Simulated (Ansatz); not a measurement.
# H4InNSi: one species, many methods

How much do the methods differ for H4InNSi? The plan is to run it at one geometry with functionals of several rungs and with coupled cluster, and see how far each lands from CCSD(T) at the basis-set limit for the atomisation energy.

Program: Ansatz 0.2.0, Gaussian basis. Level of theory: functionals in def2-TZVPP, the program's frozen cores in correlated methods. These are calculated values, not measurements.

Levels to be run: LDA (SPW92), PBE-D4, revPBE-D4, BLYP-D4, r2SCAN-D4, B97M-V, PBE0-D4, B3LYP-D4, r2SCANh-D4, r2SCAN0-D4, HSE06-D4, BHLYP-D4, CAM-B3LYP-D4, LC-ωPBE, ωB97X-V, ωB97M-V, B2PLYP, PBE-QIDH; CCSD(T)/def2-SVP; CCSD(T)/def2-TZVPP; MP2/def2-QZVPP; extrapolation to the limit; RPA on PBE.

## (1) The geometry

All runs share one geometry, relaxed beforehand with PBE0-D4 in a triple-zeta def2 set. In takes the def2 core potential; no spin-orbit term is included.

7 atoms, charge 0, spin multiplicity 1.

Atoms are counted from 1 here; the program's logs count them from 0.

Bond lengths: N1–Si2 1.708 Å, N1–In3 2.109 Å, N1–H4 1.012 Å, Si2–H5 1.494 Å, Si2–H6 1.498 Å, Si2–H7 1.494 Å. Angles: Si2–N1–In3 122.1°, Si2–N1–H4 117.3°, In3–N1–H4 120.7°, N1–Si2–H5 115.0°, N1–Si2–H6 105.6°, N1–Si2–H7 115.0°, H5–Si2–H6 107.3°, H5–Si2–H7 106.3°, H6–Si2–H7 107.3°.

## (2) LDA

This LDA is Slater exchange with PW92 correlation.

The input, in.yaml:

```yaml
crystal:
  periodic: [false, false, false]
  atoms:
    - {symbol: N, position_ang: [-0.448555, -0.897896, 0.002039]}
    - {symbol: Si, position_ang: [0.320174, 0.602848, -0.270345]}
    - {symbol: In, position_ang: [-0.800228, -1.639128, 1.944406]}
    - {symbol: H, position_ang: [-0.734050, -1.427505, -0.811938]}
    - {symbol: H, position_ang: [-0.512836, 1.618041, -0.983057]}
    - {symbol: H, position_ang: [0.624406, 1.152100, 1.089606]}
    - {symbol: H, position_ang: [1.612287, 0.523440, -1.016412]}
basis:
  gaussian: {orbitals: def2-TZVPP}
hamiltonian: {xc: lda}
output: {orbitals: {seedname: orbitals}}
```

The run is started by

```
$ ansatz run in.yaml --threads 2 --pin off --events-out ev --progress --plain --max-ram 4352MiB
```

After this run come: PBE-D4 (GGA); revPBE-D4 (GGA); BLYP-D4 (GGA); r2SCAN-D4 (meta-GGA); B97M-V (meta-GGA); PBE0-D4 (hybrid); B3LYP-D4 (hybrid); r2SCANh-D4 (hybrid); r2SCAN0-D4 (hybrid); HSE06-D4 (hybrid); BHLYP-D4 (hybrid); CAM-B3LYP-D4 (range-separated); LC-ωPBE (range-separated); ωB97X-V (range-separated); ωB97M-V (range-separated); B2PLYP (double hybrid); PBE-QIDH (double hybrid); CCSD(T) in def2-SVP; CCSD(T) in def2-TZVPP; MP2 in def2-QZVPP; RPA on PBE orbitals.

Q: Predict the results of all the runs planned. Wanted: atomisation energy, CCSD(T)/CBS; farthest beyond LDA; mean size of error, GGA; mean size of error, meta-GGA; mean size of error, hybrid; mean size of error, range-separated; mean size of error, double hybrid; gap, smallest and largest; T1 diagnostic.

**Answer**, as computed:

| quantity | value |
| --- | --- |
| atomisation energy, CCSD(T)/CBS | 2052.3 kJ/mol |
| functionals within 20.5 kJ/mol (1.0 %) | PBE-D4, BLYP-D4, B97M-V, B3LYP-D4, CAM-B3LYP-D4, ωB97X-V, ωB97M-V |
| farthest beyond LDA | r2SCAN0-D4 (-60.5 kJ/mol) |
| mean size of error, GGA | 24.3 kJ/mol |
| mean size of error, meta-GGA | 17.8 kJ/mol |
| mean size of error, hybrid | 42.1 kJ/mol |
| mean size of error, range-separated | 16.1 kJ/mol |
| mean size of error, double hybrid | 46.1 kJ/mol |
| gap, smallest and largest | 3.27 eV (BLYP-D4), 9.26 eV (LC-ωPBE) |
| T1 diagnostic | 0.0160 |
| triples share of the correlation energy | 3.4 % |

**Reading.** LDA overbinds by 235.4 kJ/mol (11 %). PBE-D4 is off by -11.6 kJ/mol. Double hybrids carry the basis error of their MP2 part in triple zeta, and no dispersion term here, so their miss is partly the set-up's. The rungs range-separated, meta-GGA miss on average by less than the doubt on the reference (20.5 kJ/mol), so they tie. Misses under about 20.5 kJ/mol are within the doubt on the reference itself, which lacks core-valence correlation, spin-orbit coupling and higher excitations, and its outer-core shells are covered unevenly. All levels share the lack of spin-orbit coupling, which lowers the free heavy atoms and so the true binding. Hartree-Fock recovers 69 % of the binding; the rest is correlation. CCSD(T) in def2-SVP is off by -185.7 kJ/mol, worse than the median functional, from the basis alone. The gap grows from 3.3 to 9.3 eV across the functionals, mostly with the share of exact exchange. Correlated methods include outer-core shells of In, which these sets cover unevenly.
